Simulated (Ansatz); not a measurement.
**CH6BNSi: up Jacob's ladder to CCSD(T)**

An exercise on one series of results from a longer session: the logs are not shown, and one member is left open.

Computed with Ansatz 0.2.0, Gaussian basis. Level: functionals in def2-TZVPP, the program's frozen cores in correlated methods.

Plan: LDA (SPW92), PBE-D4, revPBE-D4, BLYP-D4, r2SCAN-D4, B97M-V, PBE0-D4, B3LYP-D4, r2SCANh-D4, r2SCAN0-D4, HSE06-D4, BHLYP-D4, CAM-B3LYP-D4, LC-ωPBE, ωB97X-V, ωB97M-V, B2PLYP, PBE-QIDH; CCSD(T)/def2-SVP; CCSD(T)/def2-TZVPP; MP2/def2-QZVPP; extrapolation to the limit; RPA on PBE.

### The geometry

An earlier PBE0-D4 in a triple-zeta def2 set relaxation fixed the geometry.

SMILES `B[SiH2]N=C`, 10 atoms, charge 0, spin multiplicity 1.

Atoms are counted from 1 here; the program's logs count them from 0.

Bond lengths: B1–Si2 2.005 Å, B1–H5 1.197 Å, B1–H6 1.194 Å, Si2–N3 1.747 Å, Si2–H7 1.491 Å, Si2–H8 1.502 Å, N3–C4 1.257 Å, C4–H9 1.097 Å, C4–H10 1.103 Å. Angles: Si2–B1–H5 118.9°, Si2–B1–H6 123.4°, H5–B1–H6 117.8°, B1–Si2–N3 112.6°, B1–Si2–H7 108.4°, B1–Si2–H8 109.6°, N3–Si2–H7 106.9°, N3–Si2–H8 111.4°, H7–Si2–H8 107.8°, Si2–N3–C4 124.3°, N3–C4–H9 120.4°, N3–C4–H10 124.2°, H9–C4–H10 115.4°.

The first run:

Input file in.yaml:

```yaml
crystal:
  periodic: [false, false, false]
  atoms:
    - {symbol: B, position_ang: [-1.809650, 0.616986, -0.808685]}
    - {symbol: Si, position_ang: [-0.103143, -0.419344, -0.626370]}
    - {symbol: N, position_ang: [1.129045, 0.465196, 0.241097]}
    - {symbol: C, position_ang: [1.662968, 0.072978, 1.309208]}
    - {symbol: H, position_ang: [-2.730421, 0.117195, -1.387362]}
    - {symbol: H, position_ang: [-1.959035, 1.718421, -0.371255]}
    - {symbol: H, position_ang: [0.433353, -0.684451, -1.992134]}
    - {symbol: H, position_ang: [-0.384811, -1.745189, 0.021404]}
    - {symbol: H, position_ang: [2.423253, 0.686462, 1.807168]}
    - {symbol: H, position_ang: [1.421340, -0.879353, 1.809830]}
basis:
  gaussian: {orbitals: def2-TZVPP}
hamiltonian: {xc: lda}
output: {orbitals: {seedname: orbitals}}
```

The run is started by

```
$ ansatz run in.yaml --threads 2 --pin off --events-out ev --progress --plain --max-ram 4352MiB
```

Among the steps run: LDA; PBE-D4 (GGA); revPBE-D4 (GGA); BLYP-D4 (GGA); r2SCAN-D4 (meta-GGA); B97M-V (meta-GGA); B3LYP-D4 (hybrid); r2SCANh-D4 (hybrid); r2SCAN0-D4 (hybrid); HSE06-D4 (hybrid); BHLYP-D4 (hybrid); CAM-B3LYP-D4 (range-separated); LC-ωPBE (range-separated); ωB97X-V (range-separated); ωB97M-V (range-separated); B2PLYP (double hybrid); PBE-QIDH (double hybrid).

One table of the session follows, with a row left open; its other results are not shown here.

It belongs to the step «Frontier levels by functional». 

| functional | HOMO (eV) | LUMO (eV) | gap (eV) |
| --- | --- | --- | --- |
| LDA (SPW92) | -5.83 | -3.74 | 2.09 |
| PBE-D4 | -5.75 | -3.47 | 2.28 |
| revPBE-D4 | -5.71 | -3.35 | 2.36 |
| BLYP-D4 | -5.66 | -3.29 | 2.37 |
| r2SCAN-D4 | -6.01 | -3.10 | 2.90 |
| B97M-V | -6.19 | -3.27 | 2.93 |
| PBE0-D4 | -7.13 | -2.43 | 4.70 |
| B3LYP-D4 | -6.92 | -2.64 | 4.28 |
| r2SCANh-D4 | ? | ? | ? |
| r2SCAN0-D4 | -7.32 | -2.22 | 5.09 |
| HSE06-D4 | -6.73 | -2.81 | 3.91 |
| BHLYP-D4 | -8.48 | -1.33 | 7.15 |
| CAM-B3LYP-D4 | -8.54 | -1.28 | 7.25 |
| LC-ωPBE | -9.86 | -0.07 | 9.79 |
| ωB97X-V | -9.54 | -0.18 | 9.36 |
| ωB97M-V | -9.47 | -0.45 | 9.01 |

Q: Estimate the row for r2SCANh-D4 from the others.

Worked estimate for «HOMO (eV)». Against the share of exact exchange, r2SCAN-D4 (0, -6.01), r2SCAN0-D4 (0.25, -7.32) give a slope of -5.24 per unit share; at 0.1 the line stands at -6.53.

**Answer.** HOMO (eV): -6.53; LUMO (eV): -2.75; gap (eV): 3.78. In «HOMO (eV)» the line misses by 0.00.
